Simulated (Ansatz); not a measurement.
# CH₂O₂Si (SMILES OC#[Si]O): functionals against CCSD(T) at one geometry

One table from this session's results is given with a row withheld; the runs are named, their logs left out.

Method: single points in def2-TZVPP; program: Ansatz 0.2.0, Gaussian basis.

Correlated methods freeze the cores.

**Where the work starts**

SMILES `OC#[Si]O`, 6 atoms, charge 0, spin multiplicity 1.

Atoms are counted from 1 here; the program's logs count them from 0.

Bond lengths: O1–C2 1.394 Å, O1–H5 1.223 Å, C2–Si3 1.639 Å, Si3–O4 1.766 Å, O4–H6 0.842 Å. Angles: C2–O1–H5 104.2°, O1–C2–Si3 127.0°, C2–Si3–O4 131.1°, Si3–O4–H6 109.5°.

As a file:

```mol
CH2O2Si
  3D, bonds by distance, orders not assigned

  6  5  0  0  0  0  0  0  0  0999 V2000
    1.5083   -0.7336   -1.2256 O   0  0
    0.4471    0.0104   -0.7113 C   0  0
   -0.2594   -0.1642    0.7575 Si  0  0
   -1.7661    0.4909    1.4064 O   0  0
    2.5004   -0.0816   -0.9324 H   0  0
   -2.3154    0.6084    0.7790 H   0  0
  1  2  8  0
  1  5  8  0
  2  3  8  0
  3  4  8  0
  4  6  8  0
M  END
```

Set-up of the first run:

run/in.yaml reads:

```yaml
crystal:
  periodic: [false, false, false]
  atoms:
    - {symbol: O, position_ang: [1.508300, -0.733600, -1.225600]}
    - {symbol: C, position_ang: [0.447100, 0.010400, -0.711300]}
    - {symbol: Si, position_ang: [-0.259400, -0.164200, 0.757500]}
    - {symbol: O, position_ang: [-1.766100, 0.490900, 1.406400]}
    - {symbol: H, position_ang: [2.500400, -0.081600, -0.932400]}
    - {symbol: H, position_ang: [-2.315400, 0.608400, 0.779000]}
basis:
  gaussian: {orbitals: def2-TZVPP}
correlation: {method: ccsd_t}
output: {forces: true}
```

The command line of these runs was not kept.

Steps of the session up to this table: CCSD(T)/def2-TZVPP; PBE0-D4/def2-TZVPP; wB97M-V/def2-TZVPP; r2SCAN-D4/def2-TZVPP; PBE-D4/def2-TZVPP; HSE06-D4/def2-TZVPP; wB97X-V/def2-TZVPP.

One table of the session follows, with a row left open; its other results are not shown here.

| method | RMS force component (eV/Å) | angle to CCSD(T) forces (°) | dipole (D) |
| --- | --- | --- | --- |
| CCSD(T) | 4.181 | reference | 1.21 |
| PBE0-D4 | ? | ? | ? |
| wB97M-V | 4.220 | 4.2 | 1.38 |
| r2SCAN-D4 | 4.182 | 3.6 | 1.35 |
| PBE-D4 | 4.194 | 4.8 | 1.33 |
| HSE06-D4 | 4.244 | 4.9 | 1.36 |
| wB97X-V | 4.273 | 4.2 | 1.42 |

Q: Estimate the row for PBE0-D4 from the others.

As computed: RMS force component (eV/Å): 4.240; angle to CCSD(T) forces (°): 5.0; dipole (D): 1.37. In the column «RMS force component (eV/Å)» it lies between wB97M-V (4.220) and HSE06-D4 (4.244).
